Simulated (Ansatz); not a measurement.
Here is an Ansatz input file for C3H9ClGeSi, SMILES [SiH3][GeH]([Cl])[CH]1CC1. Write the same calculation for the Python package.

```yaml
crystal:
  periodic: [false, false, false]
  atoms:
    - { symbol: Si, position_ang: [2.5572, -0.4274, 0.1906] }
    - { symbol: Ge, position_ang: [0.6293, 0.7731, 0.6205] }
    - { symbol: Cl, position_ang: [1.043, 2.8909, 0.4518] }
    - { symbol: C, position_ang: [-0.7322, 0.2737, -0.6869] }
    - { symbol: C, position_ang: [-2.1572, 0.3675, -0.1715] }
    - { symbol: C, position_ang: [-1.4951, -0.9908, -0.3337] }
    - { symbol: H, position_ang: [3.5915, -0.0579, 1.168] }
    - { symbol: H, position_ang: [3.0288, -0.1192, -1.1675] }
    - { symbol: H, position_ang: [2.2672, -1.865, 0.296] }
    - { symbol: H, position_ang: [0.1337, 0.4531, 2.0541] }
    - { symbol: H, position_ang: [-0.5998, 0.4611, -1.7733] }
    - { symbol: H, position_ang: [-2.274, 0.6891, 0.8853] }
    - { symbol: H, position_ang: [-2.9143, 0.5956, -0.9511] }
    - { symbol: H, position_ang: [-1.2185, -1.4756, 0.6269] }
    - { symbol: H, position_ang: [-1.8597, -1.5681, -1.2093] }
basis:
  gaussian: { orbitals: cc-pVDZ }
hamiltonian:
  xc: b3lyp
  dispersion: d3bj
output:
  forces: true
```

The program run on that file:
```console
$ ansatz run input.yaml --threads 1 --pin off --max-ram 4096MiB --backend cpu --events-out ev --progress --plain --runs-dir out
Engine: ansatz 0.2.0, aarch64-unknown-linux-gnu
Functional definition: B3LYP
  parameter a0 = 0.2
  parameter ax = 0.72
  parameter ac = 0.81
  exchange = (1 - a0 - ax)*slater_x + ax*b88_x + a0*exact_x
  correlation = (1 - ac)*vwn_rpa_c + ac*lyp_c
1485 factors; integrals over basis functions are off by at most 1.3e-3 eV
mean field evaluation 1: about -80170.6328 eV, gradient 5.2e1 eV
mean field evaluation 2: about -80162.5151 eV, gradient 7.6e1 eV
mean field evaluation 4: about -80177.6767 eV, gradient 3.4e0 eV
mean field evaluation 8: about -80177.8848 eV, gradient 2.2e-1 eV
mean field evaluation 16: about -80177.8849 eV, gradient 1.0e-4 eV
mean field -80177.88491769 eV, -2946.4829242027 hartree, gradient 2.5e-5 eV, S^2 0.000000; 0 other end points of the search recorded, 0 dependent functions left out
the calculation of the forces begins
reference -80177.88523561 eV, -2946.4829358860 hartree; 45, 45 occupied and 105, 105 virtual orbitals, 1485 factors
Total energy: -80178.61607753 eV, -2946.5097938313 hartree
Atom 0 at     2.557200    -0.427400     0.190600 Å, force     0.568919    -0.027021    -0.041732 eV/Å
Atom 1 at     0.629300     0.773100     0.620500 Å, force    -0.462643    -0.448798    -0.335164 eV/Å
Atom 2 at     1.043000     2.890900     0.451800 Å, force     0.094052     0.625566     0.046755 eV/Å
Atom 3 at    -0.732200     0.273700    -0.686900 Å, force    -0.210509     0.240000     0.012047 eV/Å
Atom 4 at    -2.157200     0.367500    -0.171500 Å, force    -0.084705    -0.340822    -0.256316 eV/Å
Atom 5 at    -1.495100    -0.990800    -0.333700 Å, force    -0.267188     0.194488    -0.003541 eV/Å
Atom 6 at     3.591500    -0.057900     1.168000 Å, force     0.399100     0.046677     0.288872 eV/Å
Atom 7 at     3.028800    -0.119200    -1.167500 Å, force     0.168041     0.063086    -0.436823 eV/Å
Atom 8 at     2.267200    -1.865000     0.296000 Å, force    -0.109419    -0.483202     0.041539 eV/Å
Atom 9 at     0.133700     0.453100     2.054100 Å, force    -0.225416     0.174789    -0.060290 eV/Å
Atom 10 at    -0.599800     0.461100    -1.773300 Å, force     0.220596     0.061488     0.665157 eV/Å
Atom 11 at    -2.274000     0.689100     0.885300 Å, force    -0.371405     0.146331    -0.793473 eV/Å
Atom 12 at    -2.914300     0.595600    -0.951100 Å, force     0.144533     0.173926     0.857611 eV/Å
Atom 13 at    -1.218500    -1.475600     0.626900 Å, force    -0.227413    -0.264423    -0.797623 eV/Å
Atom 14 at    -1.859700    -1.568100    -1.209300 Å, force     0.363458    -0.162086     0.812981 eV/Å
Dipole moment:    -0.218630    -0.445751    -0.091668 e Å
```

The script, `energy_c3h9clgesi.py`:
```python
'''Single point of C3H9ClGeSi.'''

import ansatz
import numpy as np

geometry_ang = [
    ('Si', [2.5572, -0.4274, 0.1906]),
    ('Ge', [0.6293, 0.7731, 0.6205]),
    ('Cl', [1.043, 2.8909, 0.4518]),
    ('C', [-0.7322, 0.2737, -0.6869]),
    ('C', [-2.1572, 0.3675, -0.1715]),
    ('C', [-1.4951, -0.9908, -0.3337]),
    ('H', [3.5915, -0.0579, 1.168]),
    ('H', [3.0288, -0.1192, -1.1675]),
    ('H', [2.2672, -1.865, 0.296]),
    ('H', [0.1337, 0.4531, 2.0541]),
    ('H', [-0.5998, 0.4611, -1.7733]),
    ('H', [-2.274, 0.6891, 0.8853]),
    ('H', [-2.9143, 0.5956, -0.9511]),
    ('H', [-1.2185, -1.4756, 0.6269]),
    ('H', [-1.8597, -1.5681, -1.2093]),
]
geometry = ansatz.Crystal.molecule()
for symbol, xyz in geometry_ang:
    geometry = geometry.atom(symbol, xyz)

job = geometry.calculation().basis(gaussian='cc-pVDZ').functional('B3LYP', dispersion='d3bj').forces()
out = job.run()
report = out.report

print(f'E = {report["free_energy_ev"]:.6f} eV = {report["free_energy_ev"] / 27.211386246:.7f} Ha')
print('converged:', report['converged'], ' doubts:', report['published_state_doubts'] or 'none')

field = report['mean_field']
print('<S^2> =', round(abs(field['state']['spin_squared']), 4), ' all-electron relativity setting:', field['relativity'])
print('passes:', field['passes'])
if 'symmetry' in field:
    print('occupied orbitals by irrep:', field['symmetry']['occupied'])

symbols = [site.symbol for site in geometry.cartesian_sites]
forces = np.array(report['forces_ev_ang'])
print('largest force', round(float(np.linalg.norm(forces, axis=1).max()), 4), 'eV/A, rms', round(float(np.sqrt((forces ** 2).mean())), 4))

charges = report['charge_distribution']
print('dipole moment', round(4.803205 * float(np.linalg.norm(charges['dipole_moment_e_ang'])), 3), 'D')
print('Mulliken:', [(s, round(q, 3)) for s, q in zip(symbols, charges['mulliken_charges_e'])])
```

```console
$ python energy_c3h9clgesi.py
E = -80178.616078 eV = -2946.5097938 Ha
converged: True  doubts: none
<S^2> = 0.0  all-electron relativity setting: none
passes: {'evaluations': 16, 'products': 12}
occupied orbitals by irrep: [{'A': 45}, {'A': 45}]
largest force 0.9052 eV/A, rms 0.3683
dipole moment 2.425 D
Mulliken: [('Si', 0.174), ('Ge', 0.401), ('Cl', -0.275), ('C', -0.195), ('C', -0.008), ('C', -0.024), ('H', -0.053), ('H', -0.053), ('H', -0.06), ('H', -0.065), ('H', 0.019), ('H', 0.04), ('H', 0.031), ('H', 0.034), ('H', 0.033)]
```

Reading the output:
- Total energies depend on the basis set; only differences at equal settings carry meaning.
- The geometry is a force-field or estimated start, not a minimum of this method, and the basis set is short of its limit.
- b3lyp holds the VWN-RPA fit, as in Gaussian; the form of ORCA and Turbomole is b3lyp5.
- Timing: 15 s on 1 thread of Arm Neoverse V2, on a shared host, peak memory 0.5 GiB.

(Lines on the test bed's own set-up are left out of the output.)
